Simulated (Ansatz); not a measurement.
# TiH2 (singlet): B2PLYP, RKS PBE0, RPA-PBE over a scan of the scale of all distances, def2-SVP

How well do these functionals follow the top wave-function level for TiH2 (singlet) over a scan of the scale of all distances?

The runs use Ansatz 0.2.0, Gaussian basis; def2-SVP, all electrons in the functionals, frozen cores in the correlation of double hybrids and RPA.

Plan: B2PLYP, RKS PBE0, RPA-PBE, at 0.892; 1.000; 1.134; 1.291; 1.504; 1.785; 2.025; 2.371.

14 further runs of the same task are left out: 4 for a known fault of the program, 9 that didn't finish, 1 set aside as unsound or not needed.

### 1 What is computed

The geometry derives from a PBE0/def2-TZVP stationary point (not a proven minimum). All distances are scaled together.

3 atoms, charge 0, spin multiplicity 1.

Atoms are counted from 1 here; the program's logs count them from 0.

Bond lengths: Ti1–H2 1.847 Å, Ti1–H3 1.847 Å. Angles: H2–Ti1–H3 180.0°.

Geometry (Å):

```
Ti    0.00000    0.00000    0.00000
H     0.00000    0.00000   -1.84740
H     0.00000    0.00000    1.84740
```

No dispersion term is added.

The geometry shown and the zero of energy belong to the point 1.000. The yardstick, FCI, and other wave-function levels (R restricted, U unrestricted, valence and pair active spaces) come from earlier runs.

### 2 B2PLYP, 0.892

Contents of in.yaml:

```yaml
crystal:
  periodic: [false, false, false]
  atoms:
    - {symbol: Ti, position_ang: [0.000000, 0.000000, 0.000000]}
    - {symbol: H, position_ang: [0.000000, 0.000000, -1.647881]}
    - {symbol: H, position_ang: [0.000000, 0.000000, 1.647881]}
basis:
  gaussian: {orbitals: def2-SVP}
magnetization: {spin_polarized: true, initial_magnetization: 0}
hamiltonian: {xc: {name: B2PLYP}}
correlation: {electrons: outside_noble_gas}
```

On the command line:

```sh
> ansatz run in.yaml --threads 1 --pin off --events-out ev --progress --plain --max-ram 2393MiB
```

Further steps of the session: B2PLYP, 1.000; B2PLYP, 1.134; B2PLYP, 1.291; B2PLYP, 1.504; B2PLYP, 1.785; B2PLYP, 2.025; B2PLYP, 2.371; RKS PBE0, 0.892; RKS PBE0, 1.000; RKS PBE0, 1.134; RKS PBE0, 1.291; RKS PBE0, 1.504; RKS PBE0, 1.785; RKS PBE0, 2.025; RKS PBE0, 2.371; RPA-PBE, 0.892; RPA-PBE, 1.000; RPA-PBE, 1.134; RPA-PBE, 1.291; RPA-PBE, 1.504; RPA-PBE, 1.785; RPA-PBE, 2.025; RPA-PBE, 2.371.

**Question.** What will the summary of the whole plan be? Wanted: span of the FCI curve; largest miss, RKS PBE0.

The runs gave:

| quantity | value |
| --- | --- |
| span of the FCI curve | 3.596 eV |
| largest miss, RKS PBE0 | +4.008 eV (2.371) |

RKS PBE0 strays by up to 4.008 eV, at 2.371. Functionals and the yardstick converge differently with the basis, so part of each miss in def2-SVP is the basis.
